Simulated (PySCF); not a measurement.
# Ways to converge the SCF of NaZn⁺

Aim: find out which solver settings change the answer for NaZn⁺.

Method: each script names its method and basis; program: PySCF 2.14.0.

3 further runs of the same task are left out: 3 that didn't finish.

**1. Starting geometry**

NaZn⁺: 2 atoms, charge 1, spin multiplicity 1.

Bond lengths: Na1–Zn2 2.865 Å.

**2. The run that the others are compared with**

Contents of input.py:

```python
from pyscf import gto, scf, mp

mol = gto.M(
    atom='Na 0 0 0; Zn 0 0 2.865',
    basis='def2-svp',
    charge=1,
    spin=0,
    symmetry=True,
    verbose=4,
)
mf = scf.RHF(mol)
mf.kernel()
mp.MP2(mf, frozen=6).kernel()
mf.dip_moment()
print('orbital energies (hartree):', mf.mo_energy[..., max(0, mol.nelec[1]-3):mol.nelec[0]+3].round(4))
```

Run with:

```sh
OMP_NUM_THREADS=1 python input.py
```

The log of this run is left out.

It gives: E(SCF) = -1939.187951 Eh, 8 cycles, E(MP2) − E(SCF) = -0.35510 Eh.

The bond length is a typed value, not an optimised one. The dipole of an ion depends on the origin.

**3. Damping 0.5**

Run 1 changes damping: none → 0.5.

Contents of input.py:

```python
from pyscf import gto, scf, mp

mol = gto.M(
    atom='Na 0 0 0; Zn 0 0 2.865',
    basis='def2-svp',
    charge=1,
    spin=0,
    symmetry=True,
    verbose=4,
)
mf = scf.RHF(mol)
mf.damp = 0.5
mf.diis_start_cycle = 8
mf.kernel()
mp.MP2(mf, frozen=6).kernel()
mf.dip_moment()
print('orbital energies (hartree):', mf.mo_energy[..., max(0, mol.nelec[1]-3):mol.nelec[0]+3].round(4))
```

Run with:

```sh
OMP_NUM_THREADS=1 python input.py
```

**4. Convergence threshold 1e-07 hartree**

Run 2 changes convergence threshold: default → 1e-07 hartree.

input.py, as its differences from that of step 2:

```diff
@@ -11,2 +11,3 @@
 mf = scf.RHF(mol)
+mf.conv_tol = 1e-07
 mf.kernel()
```

**5. DIIS space 2**

Run 3 changes DIIS space: default → 2.

input.py, as its differences from that of step 2:

```diff
@@ -11,2 +11,3 @@
 mf = scf.RHF(mol)
+mf.diis_space = 2
 mf.kernel()
```

What does the calculation give? Wanted: for each run, E(SCF); from base; gap; after the SCF.

The runs gave:

```csv
run,E(SCF) (hartree),from base (eV),cycles,gap (eV),after the SCF
base,-1939.187951,0,8,8.81,"MP2 correlation -9.663 eV, core frozen"
damping 0.5,-1939.187951,0.0000,12,8.81,"MP2 correlation -9.663 eV, core frozen"
convergence threshold 1e-07 hartree,-1939.187951,0.0000,7,8.81,"MP2 correlation -9.663 eV, core frozen"
DIIS space 2,-1939.187951,0.0000,12,8.81,"MP2 correlation -9.663 eV, core frozen"
```

Distance from each run's final energy (log10 hartree) by cycle:

```csv
run,cycle 1,cycle 2,cycle 3,cycle 5,cycle 8,cycle 12
base,-2.2,-3.2,-3.9,-5.9,-10.5,done
damping 0.5,-2.2,-2.6,-3.0,-3.7,-5.2,-10.5
convergence threshold 1e-07 hartree,-2.2,-3.2,-3.9,-5.9,done,done
DIIS space 2,-2.2,-3.2,-3.9,-5.3,-7.4,-10.1
```

What this shows: With damping 0.5 or convergence threshold 1e-07 hartree or DIIS space 2 the SCF ends at the base energy. The base needs 8 cycles and the run with damping 0.5 needs 12.
